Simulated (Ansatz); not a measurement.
# H4OSeSi: functionals against CCSD(T) at one geometry

The atoms stand at a structure displaced at random from a GFN2-xTB minimum. How far do the functionals agree with CCSD(T) there?

Program: Ansatz 0.2.0, Gaussian basis. Level of theory: single points in def2-TZVPP. These are calculated values, not measurements.

Cores are frozen in the correlated methods. Filled d shells of the heavier atoms are correlated.

## 1. Where the work starts

SMILES `O[SiH2][SeH]`, 7 atoms, charge 0, spin multiplicity 1.

Atoms are counted from 1 here; the program's logs count them from 0.

Bond lengths: O1–Si2 1.630 Å, O1–H4 0.977 Å, Si2–Se3 2.291 Å, Si2–H5 1.451 Å, Si2–H6 1.455 Å, Se3–H7 1.396 Å. Angles: Si2–O1–H4 122.8°, O1–Si2–Se3 103.6°, O1–Si2–H5 112.3°, O1–Si2–H6 112.2°, Se3–Si2–H5 108.3°, Se3–Si2–H6 104.8°, H5–Si2–H6 114.6°, Si2–Se3–H7 94.5°.

Coordinates:

```xyz
7
charge 0, multiplicity 1
O    -1.14450   -0.58490   -0.51180
Si   -0.10200    0.52250    0.07380
Se    1.39360   -0.72730    1.27800
H    -1.90480   -0.34820   -1.07720
H     0.62170    1.20940   -0.97970
H    -0.72520    1.40010    1.05270
H     1.84740   -1.44890    0.17220
```

## 2. CCSD(T)/def2-TZVPP

Input file run/in.yaml:

```yaml
crystal:
  periodic: [false, false, false]
  atoms:
    - {symbol: O, position_ang: [-1.144500, -0.584900, -0.511800]}
    - {symbol: Si, position_ang: [-0.102000, 0.522500, 0.073800]}
    - {symbol: Se, position_ang: [1.393600, -0.727300, 1.278000]}
    - {symbol: H, position_ang: [-1.904800, -0.348200, -1.077200]}
    - {symbol: H, position_ang: [0.621700, 1.209400, -0.979700]}
    - {symbol: H, position_ang: [-0.725200, 1.400100, 1.052700]}
    - {symbol: H, position_ang: [1.847400, -1.448900, 0.172200]}
basis:
  gaussian: {orbitals: def2-TZVPP}
correlation: {method: ccsd_t}
output: {forces: true}
```

No record of the launch command was kept for these runs.

## 3. PBE0-D4/def2-TZVPP

run/in.yaml, as its differences from that of step 2:

```diff
@@ -12,3 +12,3 @@
   gaussian: {orbitals: def2-TZVPP}
-correlation: {method: ccsd_t}
-output: {forces: true}
+hamiltonian: {xc: pbe0, dispersion: d4}
+output: {forces: true, orbitals: {seedname: orbitals}}
```

## 4. wB97M-V/def2-TZVPP

run/in.yaml, as its differences from that of step 3:

```diff
@@ -12,3 +12,3 @@
   gaussian: {orbitals: def2-TZVPP}
-hamiltonian: {xc: pbe0, dispersion: d4}
-output: {forces: true, orbitals: {seedname: orbitals}}
+hamiltonian: {xc: {name: wB97M-V}}
+output: {forces: true}
```

## 5. r2SCAN-D4/def2-TZVPP

run/in.yaml, as its differences from that of step 4:

```diff
@@ -12,3 +12,3 @@
   gaussian: {orbitals: def2-TZVPP}
-hamiltonian: {xc: {name: wB97M-V}}
+hamiltonian: {xc: r2scan, dispersion: d4}
 output: {forces: true}
```

## 6. PBE-D4/def2-TZVPP

run/in.yaml, as its differences from that of step 5:

```diff
@@ -12,3 +12,3 @@
   gaussian: {orbitals: def2-TZVPP}
-hamiltonian: {xc: r2scan, dispersion: d4}
+hamiltonian: {xc: pbe, dispersion: d4}
 output: {forces: true}
```

## 7. BLYP-D4/def2-TZVPP

run/in.yaml, as its differences from that of step 6:

```diff
@@ -12,3 +12,3 @@
   gaussian: {orbitals: def2-TZVPP}
-hamiltonian: {xc: pbe, dispersion: d4}
+hamiltonian: {xc: {name: BLYP}, dispersion: d4}
 output: {forces: true}
```

## 8. HSE06-D4/def2-TZVPP

run/in.yaml, as its differences from that of step 7:

```diff
@@ -12,3 +12,3 @@
   gaussian: {orbitals: def2-TZVPP}
-hamiltonian: {xc: {name: BLYP}, dispersion: d4}
+hamiltonian: {xc: hse06, dispersion: d4}
 output: {forces: true}
```

(Steps that only read results are left out.)

Q: Predict the outcome of this session. Wanted: energy less free atoms, CCSD(T)/def2-TZVPP; RMS force component; RMS force error; HOMO and LUMO, PBE0-D4; T1 diagnostic.

As calculated:

| quantity | value |
| --- | --- |
| energy less free atoms, CCSD(T)/def2-TZVPP | -511.0 kcal/mol |
| RMS force component | 0.759 to 0.833 eV/Å over the methods |
| RMS force error | PBE0-D4 0.089, wB97M-V 0.041, r2SCAN-D4 0.078, PBE-D4 0.215, BLYP-D4 0.242, HSE06-D4 0.089 eV/Å |
| HOMO and LUMO, PBE0-D4 | -6.94 and -0.01 eV |
| T1 diagnostic | 0.010 |

What this shows: Against CCSD(T) the functionals' energies less atoms differ by -13.3 to -4.8 kcal/mol, PBE-D4 by -12.5 kcal/mol. A larger basis would deepen the CCSD(T) value, while the functionals are nearly converged already, so the order here is not reliable. The forces of wB97M-V come nearest to CCSD(T), those of BLYP-D4 are farthest. Frozen-core CCSD(T) forces in triple zeta carry basis errors of their own, and this is one geometry, so small gaps rank nothing.
